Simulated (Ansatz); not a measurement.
# YAlSe3: from a guess to a relaxed structure, part 2 of 2

The task: take a trial cell of YAlSe3 to zero force and stress.

Ansatz 0.2.0; DFT PBE, scalar-relativistic, plane waves, PAW.

### 4 Full relaxation

The end of the coarse run is made exact in the group found at a tolerance of 0.06 Å and reduced to its primitive cell.

The input, input.yaml:

```yaml
crystal:
  lattice:
    - [4.8975792776, 0.0, 0.0]
    - [0.0, 4.8975792776, 0.0]
    - [0.0, 0.0, 4.8975792776]
  atoms:
    - { symbol: "Y", position: [0.0, 0.0, 0.0] }
    - { symbol: Al, position: [0.5, 0.5, 0.5] }
    - { symbol: Se, position: [0.0, 0.5, 0.5] }
    - { symbol: Se, position: [0.5, 0.0, 0.5] }
    - { symbol: Se, position: [0.5, 0.5, 0.0] }
basis:
  ecutwfc: 420
kpoints:
  mp_grid: { grid: [8, 8, 8] }
hamiltonian:
  xc: pbe
scf:
  occupations: { method: gaussian, width: 0.1 }
output:
  forces: true
  stress: true
  eigenvalues: true
relax:
  adjacent_minimum: "off"
  f_tol: 0.01
  max_steps: 80
  cell: { stress_tol: 0.05 }
```

On the command line:

```sh
> ansatz run input.yaml --threads 1 --pin off --max-ram 2048MiB --backend cpu --events-out ev --progress --plain --runs-dir out
```

Log, cut to the lines that bear on the results:

```text
Warning: RAYON_NUM_THREADS=1 ignored (pool sized by the plan → 1); use --threads N
[...]
Pseudopotentials: kind: paw
Pseudopotential: Y, paw, valence charge 11, recommended cutoff 420 eV (normal), Y.paw.azcp
Pseudopotential: Al, paw, valence charge 3, recommended cutoff 420 eV (normal), Al.paw.azcp
Pseudopotential: Se, paw, valence charge 16, recommended cutoff 420 eV (normal), Se.paw.azcp
Functional definition: PBE
[...]
Crystal: 5 atoms, lattice volume = 117.475 Å³
Basis set: ecut = 420 eV, 2301 PW (Γ), exchange–correlation on 72×72×72 points (8 copies of the dense FFT grid, shifted against one another)
Bands: 38, of which v1, the nominal top of the filled ones, is band 31 counted from 1 (30 counted from 0)
Symmetry: 48 space group operations
Space group: Pm-3m (ITA 221), of the structure as read, at distance tolerance 4.9e-5 Å
k-points: 35 of 512
[...]
--- Stress (GPa, compression-positive) ---
        0.006387      -0.000000       0.000000
       -0.000000       0.006387       0.000000
        0.000000       0.000000       0.006387
  P = ⅓ Tr σ = 0.0064 GPa (0.064 kbar)
--- Band table (eV; the first three rows and the last of 35) ---
[...]
--- Relaxed structure (2 steps of the walk, 2 accepted, 1 SCFs on fresh bases) ---
  F+E_penalty+E_count = -20797.40930528 eV   max|allowed force component| = 1.512e-30 eV/Å   (the final SCF, on the basis selected at the relaxed cell)
  cell:  # Å, volume = 117.1414 Å³
    - [4.8929424121734115, 1.6300188331402382e-35, -2.407412430484045e-35]
    - [2.5077212817542132e-37, 4.8929424121734115, 0.0]
    - [-2.407412430484045e-35, 0.0, 4.8929424121734115]
  atoms:
    - { symbol: Y, position: [-5.1203281041794464e-39, 5.440348610690658e-38, -1.0240656208358884e-38] }
    - { symbol: Al, position: [0.5, 0.5, 0.5] }
    - { symbol: Se, position: [4.1090633036039994e-37, 0.5, 0.5] }
    - { symbol: Se, position: [0.5, -3.520225571623364e-38, 0.5] }
    - { symbol: Se, position: [0.5, 0.5, 1.5360984312537982e-38] }
```

It took 31 s on 1 thread of Arm Neoverse V1, shared host; peak memory 0.44 GiB.

Relaxation path:

| step | E - E(step 1) (eV/cell) | largest force component (eV/Å) | pressure (GPa) | volume (Å³) |
| --- | --- | --- | --- | --- |
| 1 | 0.0000 | 0.0000 | -0.19 | 117.47 |
| 2 | -0.0002 | 0.0000 | 0.01 | 117.14 |
| 3 | -0.0002 | 0.0000 | 0.01 | 117.14 |

Step 1 is the start. Step 3 repeats the geometry before it on a plane-wave basis chosen anew for that cell, so its energy need not be comparable with the rows above.

|  | before | after | change |
| --- | --- | --- | --- |
| a (Å) | 4.898 | 4.893 | -0.1 % |
| b (Å) | 4.898 | 4.893 | -0.1 % |
| c (Å) | 4.898 | 4.893 | -0.1 % |
| volume (Å³/atom) | 23.49 | 23.43 | -0.3 % |
| shortest distance (Å) | 2.449 | 2.446 | -0.1 % |
| space group (0.01 Å) | Pm-3m | Pm-3m | same |

Forces and stress were held to the start's 48 operations: a distortion of lower symmetry was not tested.

### 5 Outcome

What follows sums up all 2 parts. Changes of volume or cell count from the first structure of part 1.

| quantity | value |
| --- | --- |
| symmetry at the end (tolerance 0.05 Å) | space group Pm-3m (No. 221) |
| conventional cell | a = 4.893 Å, b = 4.893 Å, c = 4.893 Å, α = 90.00°, β = 90.00°, γ = 90.00° |
| volume | 23.43 Å³/atom |
| energy over the elements | -0.80 eV/atom |
| gap on the mesh | none (metal) |

The space group Pm-3m (No. 221) is kept, and the volume per atom shrinks by 13.1 % from the first guess. It lies below the elements, which doesn't yet make it stable: competing phases were not computed in this session. No finished test with a distortion of lower symmetry is shown, so the end may be a saddle point.
